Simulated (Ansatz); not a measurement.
# NbTe: equation of state with PBE

The system is NbTe.

```
Nb Te
1.0
     3.42570    0.00000    0.00000
     0.00000    3.42570    0.00000
     0.00000    0.00000    3.42570
Nb Te
1 1
Cartesian
  1.7128 1.7128 1.7128
  0.0000 0.0000 0.0000
```

The cell was built by a generator and needn't be a form met in nature.

| Quantity | Value |
| --- | --- |
| Program | Ansatz 0.2.0 |
| Task | equation of state |
| Functional | PBE |
| Potentials or basis | all-electron LAPW, scalar-relativistic |
| Basis error allowed | 0.0005 eV/atom |
| k mesh | 8 × 8 × 8 |
| Occupations | fermi-dirac, width 0.05 eV |
| Spin | no spin polarisation |

```json
{
  "Equilibrium volume": "20.11 Å³/atom",
  "Bulk modulus": "131 GPa",
  "Pressure derivative of the bulk modulus": "4.7"
}
```

Energy against volume, from the lowest point:
| volume (Å³/atom) | energy (meV/atom) |
| --- | --- |
| 18.895 | 33.66 |
| 19.297 | 14.44 |
| 19.699 | 3.51 |
| 20.101 | 0.00 |
| 20.503 | 3.10 |
| 20.905 | 12.11 |
| 21.307 | 26.38 |

All runs of the series together: 3.4 min on 1 thread of Intel(R) Xeon(R) Processor @ 2.50GHz (Skylake/Cascade Lake), with other jobs on the host.

Spin-orbit coupling is left out, which matters for the levels of Te.
